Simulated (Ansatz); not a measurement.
# Cl2GaHO: small, medium and large basis sets

The task here is to estimate one member of a computed series from the others.

Program: Ansatz 0.2.0, Gaussian basis. Level of theory: one geometry, several basis sets. These are calculated values, not measurements.

Plan: PBE0-D4/def2-SVP; ωB97M-V/def2-SVP; PBE0-D4/def2-QZVPP; ωB97M-V/def2-QZVPP; the functionals' def2-TZVPP values are taken from earlier runs.

### Structure used throughout

All runs share one geometry, relaxed beforehand with PBE0-D4 in a triple-zeta def2 set.

SMILES `[OH][Ga]([Cl])[Cl]`, 5 atoms, charge 0, spin multiplicity 1.

Atoms are counted from 1 here; the program's logs count them from 0.

Bond lengths: O1–Ga2 1.765 Å, O1–H5 0.961 Å, Ga2–Cl3 2.109 Å, Ga2–Cl4 2.123 Å. Angles: Ga2–O1–H5 112.9°, O1–Ga2–Cl3 118.8°, O1–Ga2–Cl4 120.6°, Cl3–Ga2–Cl4 120.6°.

Coordinates:

| atom | x (Å) | y (Å) | z (Å) |
| --- | --- | --- | --- |
| O1 | 0.25450 | 1.35458 | 0.24586 |
| Ga2 | 0.11850 | -0.39455 | 0.05681 |
| Cl3 | 1.49996 | -1.63489 | 1.05773 |
| Cl4 | -1.40789 | -1.23629 | -1.15580 |
| H5 | -0.41518 | 1.83745 | -0.24600 |

Set-up of the first run:

Input file in.yaml:

```yaml
crystal:
  periodic: [false, false, false]
  atoms:
    - {symbol: O, position_ang: [0.254504, 1.354583, 0.245863]}
    - {symbol: Ga, position_ang: [0.118504, -0.394549, 0.056807]}
    - {symbol: Cl, position_ang: [1.499959, -1.634887, 1.057730]}
    - {symbol: Cl, position_ang: [-1.407890, -1.236294, -1.155796]}
    - {symbol: H, position_ang: [-0.415175, 1.837449, -0.246004]}
basis:
  gaussian: {orbitals: def2-SVP}
hamiltonian: {xc: pbe0, dispersion: d4}
output: {orbitals: {seedname: orbitals}}
```

Among the steps run: PBE0-D4 in def2-SVP; ωB97M-V in def2-SVP; PBE0-D4 in def2-QZVPP; ωB97M-V in def2-QZVPP.

One table of the session follows, with a row left open; its other results are not shown here.

It belongs to the step «Functionals by basis». 

```
functional       basis  HOMO (eV)
   PBE0-D4    def2-SVP          ?
   PBE0-D4  def2-TZVPP      -9.41
   PBE0-D4  def2-QZVPP      -9.44
   ωB97M-V    def2-SVP     -11.45
   ωB97M-V  def2-TZVPP     -11.68
   ωB97M-V  def2-QZVPP     -11.73
```

**Question.** Estimate the row for PBE0-D4, def2-SVP.

The run gave: HOMO (eV): -9.23. In the column «HOMO (eV)» it is the highest.
